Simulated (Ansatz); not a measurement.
# Ta2Sn: the cost of one run

Method: DFT PBE, scalar-relativistic, plane waves, PAW, in Ansatz 0.2.0.

### Step 1. Starting point

The structure is cubic, space group F-43m (No. 216). The conventional cell has a = 6.555 Å, b = 6.555 Å, c = 6.555 Å, α = 90.00°, β = 90.00°, γ = 90.00°. Ta (site symmetry -43m) is surrounded by 4 Ta at 2.84 Å and 4 Sn at 2.84 Å. Ta (site symmetry -43m) is surrounded by 4 Ta at 2.84 Å. Sn (site symmetry -43m) is surrounded by 4 Ta at 2.84 Å.

Coordinates:

```
Ta Sn
1.0
     0.00000    3.27761    3.27761
     3.27761    0.00000    3.27761
     3.27761    3.27761    0.00000
Ta Sn
2 1
Direct
  0.25000 0.25000 0.25000
  0.50000 0.50000 0.50000
  0.00000 0.00000 0.00000
```

It is the end of an earlier relaxation with the same method, from a database cell with other species swapped in; it is a trial structure. At a tolerance of 0.05 Å it has space group F-43m (No. 216); it has 23.47 Å³/atom, an uncorrected energy of +0.86 eV/atom over the elements.

### Step 2. Static run: bands, density of states and charges

input.yaml reads:

```yaml
crystal:
  lattice:
    - [0.0, 3.2776097094, 3.2776097094]
    - [3.2776097094, 0.0, 3.2776097094]
    - [3.2776097094, 3.2776097094, 0.0]
  atoms:
    - { symbol: Ta, position: [0.25, 0.25, 0.25] }
    - { symbol: Ta, position: [0.5, 0.5, 0.5] }
    - { symbol: Sn, position: [0.0, 0.0, 0.0] }
basis:
  ecutwfc: 420
kpoints:
  mp_grid: { grid: [12, 12, 12] }
  band_path:
    path:
      - [[0.0, 0.0, 0.0], [-0.5, -0.5, 0.0], [-0.375, -0.375, 0.25]]
      - [[-0.375, 0.0, 0.375], [0.0, 0.0, 0.0], [0.0, 0.0, 0.5], [-0.5, -0.25, 0.25], [-0.5, -0.5, 0.0]]
    npoints: 14
hamiltonian:
  xc: pbe
scf:
  occupations: { method: gaussian, width: 0.1 }
  n_extra_bands: 7
output:
  forces: true
  stress: true
  eigenvalues: true
  populations: true
  dos: { projected: true, de: 0.02, nscf_kmesh: { grid: [15, 15, 15] } }
  bader: true
  write_density: true
  write_potential: true
  elf: true
  volumetric_format: npy
```

On the command line:

```bash
$ ansatz run input.yaml --threads 1 --pin off --max-ram 2560MiB --backend cpu --events-out ev --progress --plain --runs-dir out
```

Q: Estimate wall time and peak memory on 1 thread of Intel Xeon at 2.50GHz (Skylake/Cascade Lake), shared host.

About 2.4 min, with a peak of 0.47 GiB.
